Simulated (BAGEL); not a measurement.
# singlet CH5B2O+ at 6 levels

Aim: a comparison of 6 runs (HF/3-21G, HF/6-31G*, HF/def2-SVP, B3LYP/6-31G*, B3LYP/def2-SVP, PBE0/def2-SVP) of singlet CH5B2O+. 

The calculation is run with BAGEL 1.2.2.

20 further runs of the same task are left out: 20 set aside as unsound or not needed.

## (1) The molecule

The species is CH5B2O+ (9 atoms), meant as a singlet with charge +1. As SMILES of the parent species, `BOB[CH2]`. The shape is that of a GFN2-xTB optimisation. This is one conformer, not always the lowest. That shape belongs to the parent species and isn't relaxed for this state.

Bond lengths: B1–O2 1.286 Å, O2–B3 1.323 Å, B3–C4 1.518 Å, B1–H5 1.184 Å, B1–H6 1.184 Å, B3–H7 1.181 Å, C4–H8 1.079 Å, C4–H9 1.077 Å. Angles: B1–O2–B3 179.3°, O2–B3–C4 120.1°, O2–B1–H5 120.1°, O2–B1–H6 120.1°, O2–B3–H7 118.1°, C4–B3–H7 121.8°, B3–C4–H8 122.8°, B3–C4–H9 123.3°, H5–B1–H6 119.7°, H8–C4–H9 114.0°.

## (2) A single-point energy at HF/3-21G (density fitting with qzvpp-jkfit) (run 1)

The input, hf.json:

```json
{ "bagel": [

{
  "title": "molecule",
  "basis": "3-21g",
  "df_basis": "qzvpp-jkfit",
  "angstrom": "true",
  "geometry": [
    { "atom": "B", "xyz": [   -0.941110,    1.508880,    0.636940 ] },
    { "atom": "O", "xyz": [   -0.056730,    0.666800,    0.234030 ] },
    { "atom": "B", "xyz": [    0.841180,   -0.210160,   -0.184560 ] },
    { "atom": "C", "xyz": [    0.407830,   -1.604720,   -0.598270 ] },
    { "atom": "H", "xyz": [   -1.477200,    2.225100,   -0.138830 ] },
    { "atom": "H", "xyz": [   -1.220370,    1.574070,    1.785870 ] },
    { "atom": "H", "xyz": [    1.972230,    0.127660,   -0.222440 ] },
    { "atom": "H", "xyz": [   -0.620600,   -1.929790,   -0.566870 ] },
    { "atom": "H", "xyz": [    1.094770,   -2.357860,   -0.945870 ] }
  ]
},
{ "title": "hf", "charge": 1 },
{ "title": "print", "file": "orbitals.molden", "orbitals": "true" }

]}
```

On the command line:

```sh
BAGEL_NUM_THREADS=1 BAGEL hf.json > hf.out
```

The program printed:

```text
* using 1 threads per process

  ===============================================================
  ===============================================================

  *** Geometry ***

  { "atom" : "B", "xyz" : [     -1.778440,      2.851370,      1.203642 ] },
  { "atom" : "O", "xyz" : [     -0.107204,      1.260069,      0.442253 ] },
  { "atom" : "B", "xyz" : [      1.589600,     -0.397145,     -0.348768 ] },
[... 5 lines of this table left out ...]
  { "atom" : "H", "xyz" : [      2.068815,     -4.455710,     -1.787435 ] },

  Number of auxiliary basis functions:      392

  Since a DF basis is specified, we compute 2- and 3-index integrals:
    o Being stored without compression. Storage requirement is 0.007 GB

  Number of basis functions:       46
  Number of electrons      :       29

    * METHOD: MOLECULE                             0.19

  *** RHF ***

  === Nuclear Repulsion ===
    94.3792621032

      * DIIS with orbital gradients will be used.

  === RHF iteration (3-21g) ===
      0       -163.67902041          0.02541384           0.03
      1       -163.76562919          0.01671517           0.03
      2       -163.79756672          0.00259087           0.03
[... 11 lines of this table left out ...]
     14       -163.79915225          0.00000000           0.03
    * SCF iteration converged.

    * Permanent dipole moment:
           (   -0.366897,     2.481352,     0.889921) a.u.

    * METHOD: HF                                   0.57

    * METHOD: PRINT                                0.01

  ===============================================================
```

It took 1.1 s on 1 thread of Intel Xeon Platinum 8488C (Sapphire Rapids), shared host.

## (3) The energy at HF/6-31G(d) (density fitting with qzvpp-jkfit, spherical functions) (run 2)

The input, hf.json:

```json
{ "bagel": [

{
  "title": "molecule",
  "basis": "6-31gs.json",
  "df_basis": "qzvpp-jkfit",
  "angstrom": true,
  "geometry": [
    { "atom": "B", "xyz": [      -0.941110,       1.508880,       0.636940 ] },
    { "atom": "O", "xyz": [      -0.056730,       0.666800,       0.234030 ] },
    { "atom": "B", "xyz": [       0.841180,      -0.210160,      -0.184560 ] },
    { "atom": "C", "xyz": [       0.407830,      -1.604720,      -0.598270 ] },
    { "atom": "H", "xyz": [      -1.477200,       2.225100,      -0.138830 ] },
    { "atom": "H", "xyz": [      -1.220370,       1.574070,       1.785870 ] },
    { "atom": "H", "xyz": [       1.972230,       0.127660,      -0.222440 ] },
    { "atom": "H", "xyz": [      -0.620600,      -1.929790,      -0.566870 ] },
    { "atom": "H", "xyz": [       1.094770,      -2.357860,      -0.945870 ] }
  ]
},

{ "title": "hf", "charge": 1 },

{ "title": "print", "file": "orbitals.molden", "orbitals": true }

]}
```

The basis set 6-31G* is read from a file made from the Basis Set Exchange's data (not shown).

On the command line:

```sh
BAGEL_NUM_THREADS=1 BAGEL hf.json > hf.out
```

The program printed:

```text
* using 1 threads per process

  ===============================================================
  ===============================================================

  *** Geometry ***

  { "atom" : "B", "xyz" : [     -1.778440,      2.851370,      1.203642 ] },
  { "atom" : "O", "xyz" : [     -0.107204,      1.260069,      0.442253 ] },
  { "atom" : "B", "xyz" : [      1.589600,     -0.397145,     -0.348768 ] },
[... 5 lines of this table left out ...]
  { "atom" : "H", "xyz" : [      2.068815,     -4.455710,     -1.787435 ] },

  Number of auxiliary basis functions:      392

  Since a DF basis is specified, we compute 2- and 3-index integrals:
    o Being stored without compression. Storage requirement is 0.014 GB

  Number of basis functions:       66
  Number of electrons      :       29

    * METHOD: MOLECULE                             0.15

  *** RHF ***

  === Nuclear Repulsion ===
    94.3792621032

      * DIIS with orbital gradients will be used.

  === RHF iteration (6-31gs.json) ===
      0       -164.53451836          0.02352387           0.03
      1       -164.63901832          0.01750295           0.03
      2       -164.70730396          0.00222964           0.04
[... 10 lines of this table left out ...]
     13       -164.70945077          0.00000001           0.03
    * SCF iteration converged.

    * Permanent dipole moment:
           (   -0.423376,     2.492712,     0.901252) a.u.

    * METHOD: HF                                   0.63

    * METHOD: PRINT                                0.01

  ===============================================================
```

Run time: 1.1 s. Hardware: 1 thread of Intel Xeon Platinum 8488C (Sapphire Rapids), shared host.

Runs 3 to 5 aren't shown in full; the table further down has their settings and results.

## (4) The energy at PBE0/def2-SVP (density fitting with qzvpp-jkfit) (run 6)

The input, job.json:

```json
{ "bagel": [

{
  "title": "molecule",
  "basis": "svp",
  "df_basis": "qzvpp-jkfit",
  "angstrom": true,
  "geometry": [
    { "atom": "B", "xyz": [   -0.941110,    1.508880,    0.636940 ] },
    { "atom": "O", "xyz": [   -0.056730,    0.666800,    0.234030 ] },
    { "atom": "B", "xyz": [    0.841180,   -0.210160,   -0.184560 ] },
    { "atom": "C", "xyz": [    0.407830,   -1.604720,   -0.598270 ] },
    { "atom": "H", "xyz": [   -1.477200,    2.225100,   -0.138830 ] },
    { "atom": "H", "xyz": [   -1.220370,    1.574070,    1.785870 ] },
    { "atom": "H", "xyz": [    1.972230,    0.127660,   -0.222440 ] },
    { "atom": "H", "xyz": [   -0.620600,   -1.929790,   -0.566870 ] },
    { "atom": "H", "xyz": [    1.094770,   -2.357860,   -0.945870 ] }
  ]
},
{
  "title": "ks",
  "xc_func": "pbe0",
  "charge": 1
},
{
  "title": "print",
  "file": "orbitals.molden",
  "orbitals": true
}

]}
```

On the command line:

```sh
BAGEL_NUM_THREADS=1 BAGEL job.json > job.out
```

The program printed:

```text
* using 1 threads per process

  ===============================================================
  ===============================================================

  *** Geometry ***

  { "atom" : "B", "xyz" : [     -1.778440,      2.851370,      1.203642 ] },
  { "atom" : "O", "xyz" : [     -0.107204,      1.260069,      0.442253 ] },
  { "atom" : "B", "xyz" : [      1.589600,     -0.397145,     -0.348768 ] },
[... 5 lines of this table left out ...]
  { "atom" : "H", "xyz" : [      2.068815,     -4.455710,     -1.787435 ] },

  Number of auxiliary basis functions:      392

  Since a DF basis is specified, we compute 2- and 3-index integrals:
    o Being stored without compression. Storage requirement is 0.021 GB

  Number of basis functions:       81
  Number of electrons      :       29

    * METHOD: MOLECULE                             0.19

  *** Kohn-Sham DFT ***

    * Removing 15651 points whose weight is below 1.00e-10
    * Grid points: 118503

  === Nuclear Repulsion ===
    94.3792621032

       - DIIS with orbital gradients will be used.

  === KS iteration (pbe0 / svp) ===
      0       -135.73556052          0.17137738           0.43
      1       -138.17531910          0.12921032           0.46
      2       -132.62985346          0.15957149           0.58
[... 15 lines of this table left out ...]
     18       -165.36079721          0.00000000           0.53
    * SCF iteration converged.

    * Permanent dipole moment:
           (    0.136472,     1.296203,     0.420921) a.u.

    * METHOD: KS                                   9.94

    * METHOD: PRINT                                0.02

  ===============================================================
```

Wall time 10 s (1 thread of Intel Xeon Platinum 8488C (Sapphire Rapids), shared host); peak memory 0.43 GiB.

## (5) All runs side by side

```
run                                                                 level  energy (Eh)  HOMO energy (eV)  LUMO energy (eV)  HOMO–LUMO gap (eV)  wall time
  1                           HF/3-21G (density fitting with qzvpp-jkfit)  -163.799152            -16.55             -7.92                8.63      1.1 s
  2     HF/6-31G* (density fitting with qzvpp-jkfit, spherical functions)  -164.709451            -16.50             -7.72                8.78      1.1 s
  3                        HF/def2-SVP (density fitting with qzvpp-jkfit)  -164.583178            -16.54             -7.87                8.67      1.4 s
  4  B3LYP/6-31G* (density fitting with qzvpp-jkfit, spherical functions)  -165.712640            -14.09            -11.67                2.42       10 s
  5                     B3LYP/def2-SVP (density fitting with qzvpp-jkfit)  -165.587313            -14.17            -11.78                2.39       11 s
  6                      PBE0/def2-SVP (density fitting with qzvpp-jkfit)  -165.360797            -14.30            -11.63                2.67       10 s
```

## (6) Outcome

| quantity | value |
| --- | --- |
| run 6: total energy | -165.36080 Eh |
| run 6: HOMO energy | -14.30 eV |
| run 6: LUMO energy | -11.63 eV |
| run 6: HOMO–LUMO gap | 2.67 eV |

In words: The HOMO–LUMO gap runs from 2.39 eV (B3LYP/def2-SVP) to 8.78 eV (HF/6-31G*). The two ends differ in method and basis. Totals of different functionals can't be ranked against each other. All runs together took 35 s, the longest 11 s.
